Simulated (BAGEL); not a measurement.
# HF/STO-3G (density fitting with qzvpp-jkfit) run of GeH2OF2 (SMILES [OH][GeH]([F])[F])

Aim: the energy change on altering one bond length of GeH2OF2 at HF/STO-3G (density fitting with qzvpp-jkfit), from 2 runs. 

The results are computed with BAGEL 1.2.2.

## Step 1: Starting point

The species is GeH2OF2 (6 atoms), meant as a singlet with charge 0. As SMILES, `[OH][GeH]([F])[F]`. The coordinates come from a PBE0-D4/def2-TZVP relaxation. This is one conformer, not always the lowest.

Bond lengths: O1–Ge2 1.742 Å, Ge2–F3 1.720 Å, Ge2–F4 1.720 Å, O1–H5 0.961 Å, Ge2–H6 1.516 Å. Angles: O1–Ge2–F3 109.3°, O1–Ge2–F4 109.3°, F3–Ge2–F4 103.5°, O1–Ge2–H6 111.4°, F3–Ge2–H6 111.5°, F4–Ge2–H6 111.5°, Ge2–O1–H5 114.0°.

## Step 2: A single-point energy at HF/STO-3G (density fitting with qzvpp-jkfit)

input.json reads:

```json
{ "bagel": [

{
  "title": "molecule",
  "basis": "sto-3g",
  "df_basis": "qzvpp-jkfit",
  "angstrom": true,
  "geometry": [
    { "atom": "O", "xyz": [       0.086400,       1.049000,      -0.909900 ] },
    { "atom": "Ge", "xyz": [       0.075900,      -0.102300,       0.396800 ] },
    { "atom": "F", "xyz": [       1.042800,      -1.459100,      -0.031500 ] },
    { "atom": "F", "xyz": [      -1.502300,      -0.768100,       0.556400 ] },
    { "atom": "H", "xyz": [      -0.207700,       0.688000,      -1.751000 ] },
    { "atom": "H", "xyz": [       0.546800,       0.528400,       1.692900 ] }
  ]
},

{
  "title": "hf"
},

{
  "title": "print",
  "file": "orbitals.molden",
  "orbitals": true
}

]}
```

Command:

```
BAGEL_NUM_THREADS=1 BAGEL input.json > input.out
```

Output:

```text
* using 1 threads per process

  ===============================================================
  ===============================================================

  *** Geometry ***

  { "atom" : "O", "xyz" : [      0.163272,      1.982323,     -1.719462 ] },
  { "atom" : "Ge", "xyz" : [      0.143430,     -0.193319,      0.749843 ] },
  { "atom" : "F", "xyz" : [      1.970606,     -2.757299,     -0.059526 ] },
  { "atom" : "F", "xyz" : [     -2.838936,     -1.451499,      1.051444 ] },
  { "atom" : "H", "xyz" : [     -0.392496,      1.300132,     -3.308910 ] },
  { "atom" : "H", "xyz" : [      1.033302,      0.998531,      3.199117 ] },

  Number of auxiliary basis functions:      533

  Since a DF basis is specified, we compute 2- and 3-index integrals:
    o Being stored without compression. Storage requirement is 0.005 GB

  Number of basis functions:       35
  Number of electrons      :       60

    * METHOD: MOLECULE                             0.18

  *** RHF ***

  === Nuclear Repulsion ===
   329.1601166096

      * DIIS with orbital gradients will be used.

  === RHF iteration (sto-3g) ===
      0      -2322.74591040          0.01547791           0.03
      1      -2322.86217064          0.00284468           0.03
      2      -2322.86689004          0.00092662           0.03
      3      -2322.86768157          0.00021270           0.03
      4      -2322.86771876          0.00004503           0.03
      5      -2322.86772053          0.00000544           0.03
      6      -2322.86772056          0.00000185           0.03
      7      -2322.86772056          0.00000054           0.03
      8      -2322.86772056          0.00000011           0.03
      9      -2322.86772056          0.00000002           0.03
     10      -2322.86772056          0.00000000           0.03
    * SCF iteration converged.

    * Permanent dipole moment:
           (   -0.038958,    -0.120655,    -0.030541) a.u.

    * METHOD: HF                                   0.46

    * METHOD: PRINT                                0.00

  ===============================================================
```

Wall time 0.8 s (1 thread of Arm Neoverse V2, shared host); peak memory 0.083 GiB.

## Step 3: The distorted shape, same level

hf.json reads:

```json
{ "bagel": [

{
  "title": "molecule",
  "basis": "sto-3g",
  "df_basis": "qzvpp-jkfit",
  "angstrom": true,
  "geometry": [
    { "atom": "O", "xyz": [    0.321681,    1.337801,   -0.237017 ] },
    { "atom": "Ge", "xyz": [    0.311181,    0.186501,    1.069683 ] },
    { "atom": "F", "xyz": [    1.278081,   -1.170299,    0.641383 ] },
    { "atom": "F", "xyz": [   -1.267019,   -0.479299,    1.229283 ] },
    { "atom": "H", "xyz": [   -0.207700,    0.688000,   -1.751000 ] },
    { "atom": "H", "xyz": [    0.782081,    0.817201,    2.365783 ] }
  ]
},
{ "title": "hf" },
{ "title": "print", "file": "orbitals.molden", "orbitals": true }

]}
```

Command:

```
BAGEL_NUM_THREADS=1 BAGEL hf.json > hf.out
```

Output:

```text
* using 1 threads per process

  ===============================================================
  ===============================================================

  *** Geometry ***

  { "atom" : "O", "xyz" : [      0.607889,      2.528078,     -0.447897 ] },
  { "atom" : "Ge", "xyz" : [      0.588047,      0.352436,      2.021408 ] },
  { "atom" : "F", "xyz" : [      2.415223,     -2.211545,      1.212038 ] },
  { "atom" : "F", "xyz" : [     -2.394319,     -0.905744,      2.323008 ] },
  { "atom" : "H", "xyz" : [     -0.392496,      1.300132,     -3.308910 ] },
  { "atom" : "H", "xyz" : [      1.477919,      1.544286,      4.470682 ] },

  Number of auxiliary basis functions:      533

  Since a DF basis is specified, we compute 2- and 3-index integrals:
    o Being stored without compression. Storage requirement is 0.005 GB

  Number of basis functions:       35
  Number of electrons      :       60

    * METHOD: MOLECULE                             0.18

  *** RHF ***

  === Nuclear Repulsion ===
   325.3220277983

      * DIIS with orbital gradients will be used.

  === RHF iteration (sto-3g) ===
      0      -2322.45219975          0.02046473           0.03
      1      -2322.59601681          0.01329356           0.03
      2      -2322.65056215          0.00231604           0.03
      3      -2322.65335286          0.00062285           0.03
      4      -2322.65370903          0.00008809           0.03
      5      -2322.65371602          0.00001440           0.03
      6      -2322.65371621          0.00000451           0.03
      7      -2322.65371623          0.00000168           0.03
      8      -2322.65371624          0.00000070           0.03
      9      -2322.65371624          0.00000032           0.03
     10      -2322.65371624          0.00000013           0.03
     11      -2322.65371624          0.00000003           0.03
     12      -2322.65371624          0.00000001           0.03
    * SCF iteration converged.

    * Permanent dipole moment:
           (   -0.116798,    -0.207750,    -0.263291) a.u.

    * METHOD: HF                                   0.51

    * METHOD: PRINT                                0.00

  ===============================================================
```

Run time: 0.86 s. Hardware: 1 thread of Arm Neoverse V2, shared host; peak memory 0.083 GiB.

## Step 4: Outcome

Level: HF/STO-3G (density fitting with qzvpp-jkfit).

| quantity | value |
| --- | --- |
| first shape: total energy | -2322.86772 Eh |
| first shape: dipole moment | 0.33 D |
| first shape: HOMO energy | -9.99 eV |
| first shape: LUMO energy | 10.80 eV |
| first shape: HOMO–LUMO gap | 20.79 eV |
| distorted shape: total energy | -2322.65372 Eh |
| distorted shape: dipole moment | 0.90 D |
| distorted shape: HOMO energy | -8.85 eV |
| distorted shape: LUMO energy | 4.70 eV |
| distorted shape: HOMO–LUMO gap | 13.56 eV |
| energy change with the O1–H5 bond stretched from 0.961 to 1.730 Å | 5.823 eV |

In words: With the O1–H5 bond stretched from 0.961 to 1.730 Å the energy rises by 5.82 eV (134 kcal/mol). The first shape isn't relaxed at this level, so the change isn't measured from a minimum. A restricted reference can't describe the breaking bond well at this length. The minimal basis adds a large error of its own.
